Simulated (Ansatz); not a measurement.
**GaHBrO (SMILES [OH][Ga][Br]) at U-revPBE/def2-SVPD**

What is the vertical doublet–quartet gap of GaHBrO at U-revPBE/def2-SVPD? 

The calculation is run with Ansatz 0.2.0.

30 further runs of the same task are left out: 30 set aside as unsound or not needed. Runs told in other sessions of the task aren't counted.

## (1) The structure to begin with

The species is GaHBrO (4 atoms), meant as a doublet with charge 0. SMILES: `[OH][Ga][Br]`. The shape is that of a PBE0-D4/def2-TZVP optimisation.

Bond lengths: O1–Ga2 1.795 Å, Ga2–Br3 2.313 Å, O1–H4 0.961 Å. Angles: O1–Ga2–Br3 116.0°, Ga2–O1–H4 114.2°.

## (2) A single-point energy at U-revPBE/def2-SVPD

The input, in.yaml:

```yaml
crystal:
  periodic: [false, false, false]
  atoms:
    - {symbol: O, position_ang: [-0.945400, 0.045500, -0.527800]}
    - {symbol: Ga, position_ang: [0.607600, 0.441600, 0.280200]}
    - {symbol: Br, position_ang: [1.823300, -1.358700, 1.075700]}
    - {symbol: H, position_ang: [-1.429900, 0.811300, -0.848400]}
basis:
  gaussian:
    orbitals: def2-SVPD
magnetization:
  spin_polarized: true
  initial_magnetization: 1
hamiltonian:
  xc: {name: revPBE}
accuracy: high
output: {orbitals: {seedname: orbitals}}
```

Started as:

```bash
ansatz run in.yaml --threads 1 --pin off --max-ram 2610MiB --events-out events.jsonl --progress --plain --runs-dir runs
```

Standard output:

```text
Warning: RAYON_NUM_THREADS=1 ignored (pool sized by the plan → 1); use --threads N
Functional definition: revPBE
  name "revPBE"
  parameter kappa = 1.245
  parameter beta = 0.06672455060314922
  exchange = pbe_x(kappa = kappa, mu = beta*pi^2/3)
  correlation = pbe_c(beta = beta)
1980 factors; integrals over basis functions are off by at most 4.6e-9 eV
mean field evaluation 1: about -124453.6616 eV, gradient 4.9e1 eV
mean field evaluation 2: about -124328.1091 eV, gradient 1.4e2 eV
mean field evaluation 4: about -124460.7494 eV, gradient 1.9e1 eV
mean field evaluation 8: about -124462.2617 eV, gradient 4.6e-1 eV
mean field evaluation 16: about -124462.2604 eV, gradient 2.2e-4 eV
mean field -124462.26041483 eV, -4573.9037066947 hartree, gradient 5.6e-8 eV, S^2 0.752314; 0 other end points of the search recorded, 0 dependent functions left out
reference -124462.26041920 eV, -4573.9037068556 hartree; 38, 37 occupied and 72, 73 virtual orbitals, 1980 factors
Total energy: -124462.26041920 eV, -4573.9037068556 hartree
```

Run time: 14 s. Hardware: 1 thread of Arm Neoverse V1, shared host; peak memory 0.33 GiB.

## (3) The quartet, same level

The input, input.yaml:

```yaml
basis:
  gaussian:
    orbitals: def2-SVPD
crystal:
  periodic: [false, false, false]
  atoms:
    - {symbol: O, position_ang: [-0.945400, 0.045500, -0.527800]}
    - {symbol: Ga, position_ang: [0.607600, 0.441600, 0.280200]}
    - {symbol: Br, position_ang: [1.823300, -1.358700, 1.075700]}
    - {symbol: H, position_ang: [-1.429900, 0.811300, -0.848400]}
magnetization:
  spin_polarized: true
  initial_magnetization: 3
hamiltonian:
  xc: {name: revPBE}
accuracy: high
output:
  orbitals: {seedname: orbitals}
```

Started as:

```bash
ansatz run input.yaml --threads 1 --pin off --max-ram 2610MiB --events-out events.jsonl --progress --plain --runs-dir runs
```

Standard output, cut to the lines that bear on the results:

```text
Warning: RAYON_NUM_THREADS=1 ignored (pool sized by the plan → 1); use --threads N
[... 2 set-up lines as earlier in the session ...]
[...]
1980 factors; integrals over basis functions are off by at most 4.6e-9 eV
[...]
mean field -124457.02947158 eV, -4573.7114730762 hartree, gradient 3.6e-8 eV, S^2 3.753534; 6 other end points of the search recorded, 0 dependent functions left out
reference -124457.02947610 eV, -4573.7114732422 hartree; 39, 36 occupied and 71, 74 virtual orbitals, 1980 factors
Total energy: -124457.02947610 eV, -4573.7114732422 hartree
```

It took 34 s on 1 thread of Arm Neoverse V1, shared host; peak memory 0.36 GiB.

## (4) Results

At U-revPBE/def2-SVPD:

| quantity | value |
| --- | --- |
| doublet: total energy | -4573.90371 Eh |
| doublet: HOMO energy (highest over α and β) | -5.63 eV |
| doublet: LUMO energy (lowest over α and β) | -4.51 eV |
| doublet: ⟨S²⟩ | 0.752 |
| quartet: total energy | -4573.71147 Eh |
| quartet: HOMO energy (highest over α and β) | -2.45 eV |
| quartet: ⟨S²⟩ | 3.754 |
| vertical energy of the quartet above the doublet | 5.231 eV |

**Reading.** At this shape the quartet lies 5.23 eV (121 kcal/mol) above the doublet.
